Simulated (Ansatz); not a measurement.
# LaRe (CsCl type): a single-point run

The task is a single-point run on LaRe (CsCl type). The structure is shown as the input types it.

Method: DFT r2SCAN, scalar-relativistic, plane waves, PAW, in Ansatz 0.2.0.

### 1 Starting point

It takes space group Pm-3m (No. 221, cubic). The conventional cell has a = 3.573 Å, b = 3.573 Å, c = 3.573 Å, α = 90.00°, β = 90.00°, γ = 90.00°. La (site symmetry m-3m) is surrounded by 8 Re at 3.09 Å. Re (site symmetry m-3m) is surrounded by 8 La at 3.09 Å.

Coordinates:

```
CELL_PARAMETERS angstrom
3.57335 0.00000 0.00000
0.00000 3.57335 0.00000
0.00000 0.00000 3.57335
ATOMIC_POSITIONS crystal
La 0.00000 0.00000 0.00000
Re 0.50000 0.50000 0.50000
```

### 2 The run

The input, input.yaml:

```yaml
crystal:
  lattice:
    - [3.5733472286, 0.0, 0.0]
    - [0.0, 3.5733472286, 0.0]
    - [0.0, 0.0, 3.5733472286]
  atoms:
    - { symbol: La, position: [0.0, 0.0, 0.0] }
    - { symbol: Re, position: [0.5, 0.5, 0.5] }
basis:
  ecutwfc: 500
  ecutrho_ratio: 4
kpoints:
  mp_grid: { grid: [10, 10, 10] }
hamiltonian:
  xc: r2scan
scf:
  occupations: { method: gaussian, width: 0.05 }
  max_iter: 75
output:
  forces: true
  stress: true
magnetization:
  spin_polarized: true
  initial_magnetization: 40
```

The run is started by

```
$ ansatz run input.yaml --threads 2 --pin off --max-ram 2662MiB --backend cpu --events-out ev --progress --plain --runs-dir out
```

What happens when this is run?

This run ends as converged, with warnings (given moment on shells, seeded moment not kept, stability check not made). Its log warns: «where an SCF of this run starts from atoms to list the orders of its open shells, La (site 0, from 0) starts with 0.13 μB on its 4f shell and 0.87 μB on its 5d shell ...»

The suspect setting: magnetization.spin_polarized is true; magnetization.initial_magnetization is 40. The starting moment is not one that the system holds. In a periodic run it is only a start, and the SCF did not keep it. The run ends with a total moment of 0.93 μB.

The test: delete magnetization.spin_polarized and magnetization.initial_magnetization (the default then holds).
